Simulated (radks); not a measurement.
# Valence configurations of In

NIST gives [Kr] 4d10 5s2 5p1 as the ground configuration of In. Does this level of theory agree? Several fillings of the valence shells are run.

Method: Dirac Kohn-Sham, LDA (Slater exchange, Perdew-Wang correlation), spin-unpolarised, spherical densities, finite nucleus; open shells are shared between the two j in proportion to 2j + 1. Code: radks (a radial shooting solver on a logarithmic mesh, Libxc functionals) version 1.

## 1. The atom as given

```
element            : indium (Z = 49)
charge             : 0
electrons          : 49
configuration      : [Kr] 4d10 5s2 5p1
nuclear rms radius : 4.6156 fm
others tried       : 4d9 5s2 5p2; 4d10 5p3; 4d10 5s1 5p2; 4d8 5s2 5p3; 4d9.5 5p3.5; 4d9.5 5s1 5p2.5; 4d9 5s1.5 5p2.5; 4d10 5s0.5 5p2.5; 4d8 5s1.5 5p3.5
```

Outer shells as boxes (Hund's rule):

In
```
[Kr] core
4d [↑↓][↑↓][↑↓][↑↓][↑↓]
5s [↑↓]
5p [↑ ][  ][  ]
```

## 2. [Kr] 4d10 5s2 5p1

Input:

```text
Z 49
configuration [Kr] 4d10 5s2 5p1
relativity Dirac
functional lda,pw
spin unpolarised
j_filling average
nucleus finite rms 4.6156 fm
c 137.035999084
```

## 3. [Kr] 4d9 5s2 5p2

Changes since step 2:

```diff
@@ -1,3 +1,3 @@
 Z 49
-configuration [Kr] 4d10 5s2 5p1
+configuration [Kr] 4d9 5s2 5p2
 relativity Dirac
```

## 4. [Kr] 4d10 5p3

Changes since step 3:

```diff
@@ -1,3 +1,3 @@
 Z 49
-configuration [Kr] 4d9 5s2 5p2
+configuration [Kr] 4d10 5p3
 relativity Dirac
```

## 5. [Kr] 4d10 5s1 5p2

Changes since step 4:

```diff
@@ -1,3 +1,3 @@
 Z 49
-configuration [Kr] 4d10 5p3
+configuration [Kr] 4d10 5s1 5p2
 relativity Dirac
```

## 6. [Kr] 4d8 5s2 5p3

Changes since step 5:

```diff
@@ -1,3 +1,3 @@
 Z 49
-configuration [Kr] 4d10 5s1 5p2
+configuration [Kr] 4d8 5s2 5p3
 relativity Dirac
```

## 7. [Kr] 4d9.5 5p3.5

Changes since step 6:

```diff
@@ -1,3 +1,3 @@
 Z 49
-configuration [Kr] 4d8 5s2 5p3
+configuration [Kr] 4d9.5 5p3.5
 relativity Dirac
```

## 8. [Kr] 4d9.5 5s1 5p2.5

Changes since step 7:

```diff
@@ -1,3 +1,3 @@
 Z 49
-configuration [Kr] 4d9.5 5p3.5
+configuration [Kr] 4d9.5 5s1 5p2.5
 relativity Dirac
```

## 9. [Kr] 4d9 5s1.5 5p2.5

Changes since step 8:

```diff
@@ -1,3 +1,3 @@
 Z 49
-configuration [Kr] 4d9.5 5s1 5p2.5
+configuration [Kr] 4d9 5s1.5 5p2.5
 relativity Dirac
```

## 10. [Kr] 4d10 5s0.5 5p2.5

Changes since step 9:

```diff
@@ -1,3 +1,3 @@
 Z 49
-configuration [Kr] 4d9 5s1.5 5p2.5
+configuration [Kr] 4d10 5s0.5 5p2.5
 relativity Dirac
```

## 11. [Kr] 4d8 5s1.5 5p3.5

Changes since step 10:

```diff
@@ -1,3 +1,3 @@
 Z 49
-configuration [Kr] 4d10 5s0.5 5p2.5
+configuration [Kr] 4d8 5s1.5 5p3.5
 relativity Dirac
```

Before running it: what results should come out? Wanted: for each run, valence; E − E(NIST configuration); highest level; its energy; 1s shift.

As calculated:

```csv
valence,E − E(NIST configuration) (eV),highest level,its energy (eV),1s shift (eV)
4d10 5s2 5p1,0.000,5p3/2,-2.601,+0.00
4d10 5s1 5p2,5.925,5p3/2,-3.278,-1.67
4d10 5s0.5 5p2.5,8.997,5p3/2,-3.579,-2.44
4d10 5p3,12.135,5p3/2,-3.863,-3.18
4d9.5 5s1 5p2.5,14.912,5p3/2,-3.790,-5.15
4d9 5s2 5p2,18.194,5p3/2,-3.709,-7.21
4d9.5 5p3.5,21.533,5p3/2,-4.341,-6.60
4d9 5s1.5 5p2.5,21.552,5p3/2,-4.006,-7.96
4d8 5s2 5p3,40.789,5p3/2,-4.729,-14.62
4d8 5s1.5 5p3.5,44.539,5p3/2,-4.994,-15.32
```

In words: The NIST configuration is the lowest of those tried, 5.925 eV under 4d10 5s1 5p2. The energies are those of spherical spin-averaged densities, not of single terms. The 1s eigenvalue shifts by up to 15.32 eV as the valence charge is rearranged.
